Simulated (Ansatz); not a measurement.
# SbAs (Stibarsen): the cost of one run

Method: DFT LDA, with the methods named in each step, in Ansatz 0.2.0.

1 further run of the same task is left out (it didn't finish).

## 1. The starting structure

It takes space group R-3m (No. 166, trigonal). Conventional cell: a = 4.025 Å, b = 4.025 Å, c = 10.837 Å, α = 90.00°, β = 90.00°, γ = 120.00°. Sb (site symmetry -3m) is surrounded by 6 As at 2.94 Å. As (site symmetry -3m) is surrounded by 6 Sb at 2.94 Å.

Coordinates:

```cif
data_structure
_symmetry_space_group_name_H-M 'R-3m:H'
_symmetry_Int_Tables_number 166
_cell_length_a 4.0255
_cell_length_b 4.0255
_cell_length_c 10.8370
_cell_angle_alpha 90.000
_cell_angle_beta 90.000
_cell_angle_gamma 120.000
_cell_volume 152.08
loop_
_atom_site_label
_atom_site_type_symbol
_atom_site_symmetry_multiplicity
_atom_site_Wyckoff_symbol
_atom_site_fract_x
_atom_site_fract_y
_atom_site_fract_z
_atom_site_occupancy
Sb1 Sb 3 b 0.33333 0.66667 0.16667 1
As1 As 3 a 0.00000 0.00000 0.00000 1
```

The file gives the conventional cell by its symmetry; the runs use the cell typed in the input.

Atoms are numbered in the order of the input: Sb1, As2.

## 2. Cell and atoms relaxed, PAW

input.yaml reads:

```yaml
crystal:
  lattice:
    - [2.01275, 1.1620617543, 3.6123333333]
    - [-2.01275, 1.1620617543, 3.6123333333]
    - [0.0, -2.3241235086, 3.6123333333]
  atoms:
    - { symbol: Sb, position: [0.5, 0.5, 0.5] }
    - { symbol: As, position: [0.0, 0.0, 0.0] }
kpoints:
  mp_grid: { grid: [12, 12, 12] }
scf:
  occupations: { method: fermi_dirac, width: 0.05 }
hamiltonian:
  xc: lda
  pseudopotentials: { kind: paw }
output:
  forces: true
  stress: true
relax:
  f_tol: 0.005
  max_steps: 50
  cell: {}
```

Launch:

```bash
$ ansatz run input.yaml --threads 1 --pin off --max-ram 2048MiB --backend cpu --events-out ev --progress --plain --runs-dir out
```

Q: Estimate wall time and peak memory on 1 thread of Arm Neoverse N1, shared host.

About 81 s, with a peak of 0.44 GiB.
